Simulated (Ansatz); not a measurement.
# CH2BNS: the cost of one run

The runs use Ansatz 0.2.0, Gaussian basis; the settings change from run to run.

### Step 1. The molecule

The structure was relaxed beforehand with PBE0-D4 in a triple-zeta def2 set.

SMILES `S=C1BN1`, 6 atoms, charge 0, spin multiplicity 1.

Atoms are counted from 1 here; the program's logs count them from 0.

Bond lengths: S1–C2 1.608 Å, C2–B3 1.516 Å, C2–N4 1.373 Å, B3–N4 1.382 Å, B3–H5 1.181 Å, N4–H6 1.012 Å. Angles: S1–C2–B3 164.8°, S1–C2–N4 138.2°, B3–C2–N4 56.9°, C2–B3–N4 56.3°, C2–B3–H5 160.7°, N4–B3–H5 142.9°, C2–N4–B3 66.8°, C2–N4–H6 136.5°, B3–N4–H6 156.7°.

As a file:

```xyz
6
CH2BNS
S    -0.2660   -1.9939    1.2359
C     0.0346   -0.7145    0.3095
B     0.5940    0.2479   -0.7199
N    -0.4332    0.5666    0.1487
H     1.2574    0.6825   -1.5944
H    -1.1448    1.1473    0.5741
```

### Step 2. PBE-QIDH/aug-cc-pVTZ

This run has density fitting with def2-universal-jkfit, finite nuclei, high accuracy.

Input file in.yaml:

```yaml
crystal:
  periodic: [false, false, false]
  atoms:
    - {symbol: S, position_ang: [-0.265991, -1.993892, 1.235944]}
    - {symbol: C, position_ang: [0.034636, -0.714539, 0.309482]}
    - {symbol: B, position_ang: [0.594041, 0.247866, -0.719851]}
    - {symbol: N, position_ang: [-0.433222, 0.566633, 0.148666]}
    - {symbol: H, position_ang: [1.257403, 0.682516, -1.594391]}
    - {symbol: H, position_ang: [-1.144767, 1.147315, 0.574051]}
basis:
  gaussian: {orbitals: aug-cc-pVTZ, fitting: {mean_field: def2-universal-jkfit}, nuclear_model: gaussian}
hamiltonian: {xc: {name: PBE-QIDH}}
accuracy: high
output: {forces: true}
```

On the command line:

```
ansatz run in.yaml --threads 2 --pin off --events-out ev --progress --plain --max-ram 4352MiB
```

**Question.** How long does this run take on 2 threads of Arm Neoverse V1, shared host, and how much memory does it need?

About 31 s, with a peak of 0.58 GiB.
